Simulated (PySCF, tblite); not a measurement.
# C6H4N radical: geometry, infrared bands and EPR parameters

What infrared bands and EPR parameters should C6H4N radical (`C=C[CH]C#CC#N`) show?

Computed with tblite 0.8.0 and PySCF 2.14.0, with density-fitted response routines of our own, on a single molecule in the gas phase. Atoms count from 0, in the outputs and in this text.

## (1) Starting geometry

11 atoms, charge 0, multiplicity 2; geometry from: force field or distance geometry start.

Bonds of the start (Å): C0–C1 1.33, C1–C2 1.44, C2–C3 1.41, C3–C4 1.20, C4–C5 1.54, C5–N6 1.17, C0–H7 1.09, C0–H8 1.09, C1–H9 1.09, C2–H10 1.09.

## (2) Geometry optimisation with GFN2-xTB

The job: settings as JSON, then the geometry in Å.

```
{"job": {"kind": "relax", "xc": "GFN2-xTB", "basis": "xTB"}, "charge": 0, "multiplicity": 2}
C     -2.466100     0.149600     0.805500
C     -1.182200     0.403900     0.582700
C     -0.366100    -0.362600    -0.326700
C      0.996500    -0.048000    -0.528300
C      2.158300     0.197500    -0.674900
C      3.646100     0.526600    -0.892600
N      4.774600     0.777100    -1.050200
H     -3.033600     0.757300     1.517700
H     -3.002500    -0.645200     0.294200
H     -0.697700     1.208000     1.139600
H     -0.822000    -1.176500    -0.893000
```

Launch:

```sh
$ OMP_NUM_THREADS=1 python probes_run.py task.json out
```

This one command runs all jobs of the session in turn.

**Question.** This job is followed by: GFN2-xTB harmonic vibrations, gas phase; UKS B3LYP, pcH-1 on C H N, non-relativistic, mean-field spin-orbit, GIAO. What will the session give for the following? strongest single infrared mode (GFN2-xTB); zero-point energy (GFN2-xTB); g(iso) (B3LYP); ⟨S²⟩; largest a(iso); surface potential, 1st and 99th percentile.

The runs gave:

| quantity | value |
| --- | --- |
| strongest single infrared mode (GFN2-xTB) | 2281 cm⁻¹, 282 km/mol |
| zero-point energy (GFN2-xTB) | 46.2 kcal/mol |
| g(iso) (B3LYP) | 2.00281 |
| ⟨S²⟩ | 0.788 (exact 0.75) |
| largest a(iso) | 13C on C3, -52.2 MHz |
| surface potential, 1st and 99th percentile | -1.69 V and 1.50 V |

What this shows: Relaxing lowered the energy by 0.751 eV in 26 steps; the close pair that moved most is C4–C5, from 1.539 to 1.347 Å. No mode is imaginary among the 27: a minimum at this level. The strongest single mode, at 2281 cm⁻¹, moves mainly C5 and N6. GFN2-xTB is a fitted tight-binding method: band positions and strengths are rough. Its intensities can rank the bands wrongly. The largest spin populations lie on C2 (0.53 e), C0 (0.48 e), C4 (0.39 e). The isotropic g lies 0.5 ppt above the free-electron value.
